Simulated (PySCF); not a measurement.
# GeH6OSi: the cost of one run

Programs: PySCF 2.14.0, with density-fitted response routines of our own. Each step states its level of theory. These are calculated values for one molecule in the gas phase, unless marked as measured. Atoms count from 0, in the outputs and in this text.

### Step 1. The starting structure

9 atoms, charge 0, multiplicity 1; geometry from: GFN2-xTB. The atoms were then displaced at random by about 0.01 Å, so the start is not that level's minimum.

Bonds of the start (Å): Si0–O1 1.65, O1–Ge2 1.74, Si0–H3 1.44, Si0–H4 1.47, Si0–H5 1.47, Ge2–H6 1.50, Ge2–H7 1.48, Ge2–H8 1.52.

### Step 2. Optimising the geometry at PBE0-D3(BJ)/def2-SVP

The job: settings as JSON, then the geometry in Å.

```
{"job": {"xc": "PBE0", "basis": "def2-SVP", "d3": "d3bj", "grid": 1, "shake": 0.01, "kind": "geom"}, "charge": 0, "multiplicity": 1}
Si     1.603040     0.140010     0.288230
O      0.084790     0.230710    -0.363650
Ge    -1.611240    -0.151190    -0.235870
H      1.996620    -1.235410     0.457260
H      2.391010     0.843650    -0.727320
H      1.573640     0.856800     1.575440
H     -1.702820    -1.644400    -0.143750
H     -2.161800     0.419520    -1.488010
H     -2.115430     0.523160     1.031170
```

Command:

```sh
$ OMP_NUM_THREADS=1 python probes_run.py task.json out
```

One launch serves the whole session: the jobs run in the order shown.

Q: Estimate the wall time and peak memory of this first job on 1 thread of Arm Neoverse V2, shared host.

About 22 s, with a peak of 0.39 GiB.
